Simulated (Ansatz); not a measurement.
LaTl3, space group Pm-3m, a relaxation of cell and ions

With the Python package of Ansatz (0.2.0).

Run as a notebook:

```python
from collections import Counter
import warnings

import ansatz as az
import numpy as np
```

```python
ECUT = 380
EXTRA_BANDS = 6
BETA = 0.7
FMAX = 0.1
```

```python
def edges_and_angles(cell):
    cell = np.asarray(cell)
    a, b, c = np.linalg.norm(cell, axis=1)
    cosines = cell[1] @ cell[2] / (b * c), cell[0] @ cell[2] / (a * c), cell[0] @ cell[1] / (a * b)
    return (a, b, c, *np.degrees(np.arccos(cosines)))
```

```python
warnings.simplefilter("ignore", az.DeckWarning)
```

```python
structure = (
    az.Lattice.cubic(4.799)
    .space_group(221)
    .atom("La", [0.0, 0.0, 0.0])
    .atom("Tl", [0.0, 0.5, 0.5])
)
```

```python
[site.symbol for site in structure.resolved().sites]
```

    ['La', 'Tl', 'Tl', 'Tl']

```python
# every cell quantity that the symmetry leaves free
setup = (
    structure.calculation()
    .basis(ECUT)
    .occupations(az.OccupationsMethod.COLD)
    .functional(az.Functional.R2SCAN)
    .kpoints(5)
    .scf(extra_bands=EXTRA_BANDS)
    .mixing("broyden", beta=BETA)
    .relax(force_tolerance=FMAX, density_extrapolation="transplant", cell=True)
)
steps = []


def follow(event):
    if event["event"] != "relax_step":
        return
    row = event["data"]
    steps.append(row)
    print(f"step {row['step']:3d}  E = {row['lagrangian_ev']:.5f} eV  largest force component = {row['allowed_force_max_ev_ang']:.4f} eV/A  P = {row['pressure_gpa']:.3f} GPa")
```

```python
out = setup.session().plan(threads=1).execute(on_event=follow)
report = out.report
```

    step   1  E = -40642.15551 eV  largest force component = 0.0000 eV/A  P = 2.348 GPa
    step   2  E = -40642.18027 eV  largest force component = 0.0000 eV/A  P = -0.924 GPa
    step   3  E = -40642.18712 eV  largest force component = 0.0000 eV/A  P = -0.069 GPa
    step   4  E = -40642.18719 eV  largest force component = 0.0000 eV/A  P = -0.002 GPa
    step   5  E = -40642.18873 eV  largest force component = 0.0000 eV/A  P = 0.026 GPa

```python
type(out).__name__, type(report).__name__
```

    ('RunOutcome', 'dict')

```python
out.unlabelled_reasons
```

```python
out.lattice.cell_ang
```

    array([[4.86569498e+00, 5.37995238e-18, 1.43154631e-17],
           [3.03317842e-16, 4.86569498e+00, 1.51924330e-18],
           [3.12253352e-16, 2.99457133e-16, 4.86569498e+00]])

```python
first, last = steps[0], steps[-1]
symbols = [site.symbol for site in out.lattice.sites]
print(f"energy gained {first['lagrangian_ev'] - last['lagrangian_ev']:.4f} eV in {len(steps) - 1} steps")
for label, vectors in (("before", first["cell_ang"]), ("after", out.lattice.cell_ang)):
    print(label, "a b c (A) {:.4f} {:.4f} {:.4f}  angles {:.2f} {:.2f} {:.2f}".format(*edges_and_angles(vectors)), f" V = {abs(np.linalg.det(vectors)):.3f} A^3")
print("final stress xx yy zz (GPa, compression positive):", np.round(np.diag(report["stress_gpa"]), 3) + 0.0)
```

    energy gained 0.0332 eV in 4 steps
    before a b c (A) 4.7990 4.7990 4.7990  angles 90.00 90.00 90.00  V = 110.523 A^3
    after a b c (A) 4.8657 4.8657 4.8657  angles 90.00 90.00 90.00  V = 115.195 A^3
    final stress xx yy zz (GPa, compression positive): [0.026 0.026 0.026]

```python
print("atom   start x y z (A)              end x y z (A)")
for symbol, a, b in zip(symbols, first["positions_ang"], last["positions_ang"]):
    print(f"{symbol:3s}", " ".join(f"{v:8.4f}" for v in a), "  ", " ".join(f"{v:8.4f}" for v in b))
```

    atom   start x y z (A)              end x y z (A)
    La    0.0000   0.0000   0.0000     -0.0000   0.0000   0.0000
    Tl    0.0000   2.3995   2.3995      0.0000   2.4328   2.4328
    Tl    2.3995   0.0000   2.3995      2.4328   0.0000   2.4328
    Tl    2.3995   2.3995   0.0000      2.4328   2.4328   0.0000

```python
change = np.array(last["positions_ang"]) @ np.linalg.inv(last["cell_ang"]) - np.array(first["positions_ang"]) @ np.linalg.inv(first["cell_ang"])
moved = np.linalg.norm(change @ np.array(last["cell_ang"]), axis=1)
print("displacement within the cell, strain taken out (A):", " ".join(f"{s}:{d:.3f}" for s, d in zip(symbols, moved)))
```

    displacement within the cell, strain taken out (A): La:0.000 Tl:0.000 Tl:0.000 Tl:0.000

```python
n_atoms = len(report["lattice"]["sites"])
print("F =", round(report["free_energy_ev"], 4), "eV for", n_atoms, "atoms")
print("E(sigma -> 0) =", round(report["energy_sigma0_ev"], 4), "eV, TS =", round(report["entropy_ts_ev"], 5), "eV")
print("closed by", report["closed_by"], "after", report["n_iterations"], "iterations")
```

    F = -40642.1887 eV for 4 atoms
    E(sigma -> 0) = -40642.1884 eV, TS = 0.00087 eV
    closed by deck_thresholds after 5 iterations

```python
told = Counter((n["data"]["severity"], n["data"]["kind"]) for n in out.notices if n["event"] == "notice")
for (severity, kind), count in sorted(told.items()):
    print(f"{severity:8s} {kind} x{count}")
```

    audit    band_cg_iterations x5
    audit    cell_relax_basis_refresh x1
    audit    preconditioner_resolved x6
    audit    relaxation_kept_its_symmetry x1

What to keep in mind:
- The settings weren't tested for convergence.
- The cutoff lies under the one recommended for these potentials.
- Forces vanish by symmetry, so the ions can't move, and the end may be a saddle.
- Under the recommended cutoff a pressure can be off by several GPa, even in sign.
- For a metal this k-point mesh is coarse: on a finer one energies can move by several to tens of meV an atom and pressures by half a GPa or more, differences at one mesh by less.
- Energies along a relaxation are free energies. Rows at an unchanged volume are solved on a plane-wave basis chosen afresh for that cell, so the energy jumps there and such rows are no steps of the walk.
- Spin-orbit coupling, which matters for elements this heavy, is left out.
- The starting cell is as deposited in a crystallographic database; the results hold for this polymorph, which needn't be the stable one.
- The script silences the warnings on its input, which a real study should read.
- The whole script took 16 s on 1 thread of Intel(R) Xeon(R) Platinum 8488C (Sapphire Rapids), on a shared host, peak memory 0.59 GiB.

(Lines on the test bed's own set-up are left out of the output.)
